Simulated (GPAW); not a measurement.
A run of GPAW 26.7.0 is set up as follows.

run.py

```python
from ase import Atoms
from ase.dft.bandgap import bandgap
from ase.io import write
from ase.units import GPa
from gpaw import GPAW, PW

atoms = Atoms(['Hf', 'In', 'In', 'In', 'In', 'Si', 'O', 'O', 'O', 'O', 'O', 'O'],
              cell=[[3.23023, -5.57768, -0.0247],
                    [3.23023, 5.57768, -0.0247],
                    [-1.49068, 0.0, 6.3203]],
              scaled_positions=[[0.10178, 0.10178, 0.00912],
                                [0.79222, 0.48204, 0.00818],
                                [0.48204, 0.79222, 0.00818],
                                [0.54472, 0.21983, 0.48398],
                                [0.21983, 0.54472, 0.48398],
                                [0.85433, 0.85433, 0.44523],
                                [0.835, 0.58822, 0.38104],
                                [0.58822, 0.835, 0.38104],
                                [0.02899, 0.02899, 0.295],
                                [0.9792, 0.9792, 0.69555],
                                [0.42852, 0.14514, 0.07435],
                                [0.14514, 0.42852, 0.07435]],
              pbc=True)

calc = GPAW(mode=PW(800),
            xc='PBE',
            kpts={'size': (3, 3, 2), 'gamma': True},
            occupations={'name': 'fermi-dirac', 'width': 0.05},
            nbands=83,
            convergence={'density': 1e-05, 'energy': 1e-05},
            maxiter=150,
            txt='gpaw.txt')
atoms.calc = calc
energy = atoms.get_potential_energy()
forces = atoms.get_forces()
stress = atoms.get_stress()
calc.write('gs.gpw')
write('result.traj', atoms)
print(f'Energy: {energy:.6f} eV')
print('Forces (eV/A):')
print(forces.round(4))
print('Stress (GPa):', (stress / GPa).round(3))
print('Fermi level:', round(calc.get_fermi_level(), 4), 'eV')
print(f'Gap: {bandgap(calc)[0]:.4f} eV, direct: {bandgap(calc, direct=True)[0]:.4f} eV')
```

Potentials or basis: GPAW PAW data sets (gpaw-data 1.2.1), pw.

Run with:

```console
$ OMP_NUM_THREADS=1 python run.py
```

Question: Estimate the band gap on the k mesh.

Answer: 0.78 eV, indirect (least direct gap 1.28 eV).

Question: Estimate the largest force.

Answer: 0.367 eV/Å.

Question: Predict the pressure.

Answer: 0.6 GPa.

Stress tensor (GPa, compression positive):
```
0.43 0.00 0.02
0.00 0.78 0.00
0.02 0.00 0.56
```

Caveat: the k mesh is coarse (spacing up to 0.50 Å⁻¹), so the values aren't converged; spin-orbit coupling is left out, which moves the levels of the heavy elements; an odd mesh through Γ misses points on the zone boundary, where band edges often lie. A hybrid or GW would open this gap; PBE tends to underestimate it.
